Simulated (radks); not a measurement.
# K⁴⁺ in [Ne] 3s2 3p3: an all-electron calculation

The task here is to estimate one member of a computed series from the others.

Program: radks (a radial shooting solver on a logarithmic mesh, Libxc functionals) version 1. Level of theory: Dirac Kohn-Sham, PBEsol, spin-unpolarised, spherical densities, point nucleus; open shells fill j = l - 1/2 first. These are calculated values, not measurements, unless marked.

## What is computed

```
element       : potassium (Z = 19)
charge        : +4
electrons     : 15
configuration : [Ne] 3s2 3p3
```

Set-up of the first run:

Input:

```text
Z 19
configuration [Ne] 3s2 3p3
relativity Dirac
functional pbe_sol,pbe_sol
spin unpolarised
j_filling energy
nucleus point
c 137.035999084
```

Started as:

```bash
$ python run_ks.py task.json out
```

All runs below come from this command, one after another.

One table of the session follows, with a row left open; its other results are not shown here.

It belongs to the step «Radial structure». From the orbitals of this run (lengths in bohr):

```
level      <r>  outermost maximum (interpolated)  90 % within  nodes
1s1/2  0.08112                            0.0531        0.145      0
2s1/2   0.3870                             0.318        0.603      1
2p1/2        ?                                 ?            ?      ?
2p3/2   0.3503                             0.263        0.578      0
3s1/2    1.170                              1.04         1.73      2
3p1/2    1.238                              1.08         1.87      1
3p3/2    1.243                              1.08         1.87      1
```

Estimate the missing values for 2p1/2.

As computed: <r>: 0.3478; outermost maximum (interpolated): 0.261; 90 % within: 0.575; nodes: 0. In the column «<r>» it lies between 1s1/2 (0.08112) and 2p3/2 (0.3503).

To keep in mind: Spin polarisation and multiplet splitting are left out.
